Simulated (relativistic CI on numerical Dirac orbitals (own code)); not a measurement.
# Pd⁵⁺: L-alpha,beta emission multiplets

Wanted: the shape of the L-alpha,beta emission spectrum of Pd⁵⁺ in 2 surroundings, from the same atomic integrals.

The numbers are computed with relativistic CI on numerical Dirac orbitals (own code) version 1 (Dirac-Coulomb-Breit CI, KLI orbitals optimised for each configuration, model QED (radiative potential, 1s self-energy scaled to tabulated hydrogen-like ionisation energies), valence Slater integrals scaled by 0.8, multiplet model of X-ray emission after core ionisation), except any that are marked as measured or tabulated.

## Step 1: What is computed

| Item | Value |
| --- | --- |
| ion | Pd⁵⁺ (Pd VI) |
| nuclear charge | 46 |
| electrons | 41 |
| configurations | [Kr] 4d5 → [He] 2s2 2p5 3s2 3p6 3d10 4s2 4p6 4d5 → [Ar] 3d9 4s2 4p6 4d5 |
| temperature | 300 K |
| widths | Lorentz 2.8 eV, Gauss 0.6 eV |
| surrounding 1 | free ion |
| surrounding 2 | D4h, 10Dq = 54000, Ds = -1500, Dt = -340 cm⁻¹ |

## Step 2: Surrounding 1: free ion

Settings of the run:

```ini
atom Pd  Z=46  charge=5  electrons=41
nucleus A=106  rms_radius_fm=4.5318
hamiltonian dirac-coulomb  breit=on  qed=on  c_scale=1
orbitals kli  potential=per-configuration
slater_scale 0.8
correlation none
mixing on
configurations
  [Kr] 4d5
  [He] 2s2 2p5 3s2 3p6 3d10 4s2 4p6 4d5
  [Ar] 3d9 4s2 4p6 4d5
end
emission L-alpha,beta T=300 lorentz=2.8 gauss=0.6
crystal_field free
```

## Step 3: Surrounding 2: D4h, 10Dq = 54000, Ds = -1500, Dt = -340

The settings differ from step 2 so:

```diff
@@ -13,2 +13,2 @@
 emission L-alpha,beta T=300 lorentz=2.8 gauss=0.6
-crystal_field free
+crystal_field D4h 10Dq=54000 Ds=-1500 Dt=-340
```

(Steps that only read results are left out.)

Q: Predict the outcome of this session. Wanted: highest peak, first run; ground spin.

**Answer**, as computed:

| surrounding | ground S | centroid (eV) | spread (eV) | up to four highest peaks (% of the highest), eV |
| --- | --- | --- | --- | --- |
| 1: free | 2.48 | 2892.42 | 72.37 | 2841.0 (100), 2985.0 (7), 2993.8 (45) |
| 2: D4h | 0.51 | 2892.47 | 72.36 | 2841.2 (100), 2993.2 (50) |

| quantity | value |
| --- | --- |
| highest peak, first run | 2841.0 eV |
| ground spin (effective S from ⟨S²⟩) | 0.51 to 2.48 |

The ground spin changes between the runs (2.48 to 0.51), and the line shape with it. The highest peak stays in place, within the step of the energy grid, in all surroundings. Photon energies are those of the free ion; lines in solids lie some eV away, more where the ion's charge is far from that in the solid.
